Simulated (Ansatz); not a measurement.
# BF3H2O (SMILES O.FB(F)F): Born-Oppenheimer dynamics

Aim: follow the atoms for 30 steps of 0.75 fs at constant energy, with velocities drawn for 1500 K.

Program: Ansatz 0.2.0, Gaussian basis. Level of theory: B3LYP-D4/def2-SVP. These are calculated values, not measurements.

## Step 1: Where the work starts

The start, a pair relaxed at PBE0-D4: SMILES `O.FB(F)F`, 7 atoms, charge 0, spin multiplicity 1.

Atoms are counted from 1 here; the program's logs count them from 0.

Bond lengths: O1–H2 0.965 Å, O1–H3 0.965 Å, F4–B5 1.337 Å, B5–F6 1.352 Å, B5–F7 1.352 Å. Angles: H2–O1–H3 107.7°, F4–B5–F6 116.6°, F4–B5–F7 116.7°, F6–B5–F7 116.3°.

Coordinates:

```mol
BF3H2O
  3D, bonds by distance, orders not assigned

  7  5  0  0  0  0  0  0  0  0999 V2000
   -0.0608   -0.3054   -0.9992 O   0  0
   -0.7376    0.2694   -1.3764 H   0  0
    0.7888   -0.0454   -1.3754 H   0  0
   -0.2295   -1.2397    1.2538 F   0  0
   -0.0055   -0.0209    0.7515 B   0  0
    1.2513    0.4625    0.8723 F   0  0
   -1.0067    0.8792    0.8736 F   0  0
  1  2  8  0
  1  3  8  0
  4  5  8  0
  5  6  8  0
  5  7  8  0
M  END
```

## Step 2: Dynamics

Input file md/in.yaml:

```yaml
crystal:
  periodic: [false, false, false]
  atoms:
    - {symbol: O, position_ang: [-0.060754, -0.305352, -0.999162]}
    - {symbol: H, position_ang: [-0.737633, 0.269420, -1.376430]}
    - {symbol: H, position_ang: [0.788754, -0.045371, -1.375440]}
    - {symbol: F, position_ang: [-0.229496, -1.239668, 1.253789]}
    - {symbol: B, position_ang: [-0.005527, -0.020855, 0.751469]}
    - {symbol: F, position_ang: [1.251258, 0.462507, 0.872300]}
    - {symbol: F, position_ang: [-1.006701, 0.879218, 0.873574]}
basis:
  gaussian: {orbitals: def2-SVP}
hamiltonian: {xc: {name: B3LYP}, dispersion: d4}
md: {n_steps: 30, timestep: 0.75, temperature: 1500, ensemble: nve, seed: 503, initial_velocities: maxwell_boltzmann}
```

Launch:

```
$ ansatz run in.yaml --threads 4 --pin off --events-out ev --progress --plain --max-ram 9574MiB
```

Before running it: what results should come out? Wanted: temperature at the start; mean temperature, second half; lowest and highest potential energy, from the first frame; largest change of potential + kinetic; bonds lost by distance.

The runs gave:

| quantity | value |
| --- | --- |
| length | 30 steps, 22.5 fs |
| temperature at the start | 1500 K |
| mean temperature, second half | 819 K |
| lowest and highest potential energy, from the first frame | 0 and 638 meV |
| largest change of potential + kinetic | 17.6 meV |
| bonds lost by distance | O1–B5 |

What this shows: With no thermostat the total energy should stay fixed; it holds within 17.6 meV, or 3 % of the mean kinetic energy of 578 meV, more than a sound time step leaves. The instant temperature ranges from 535 to 1500 K, as energy passes between motion and strain.
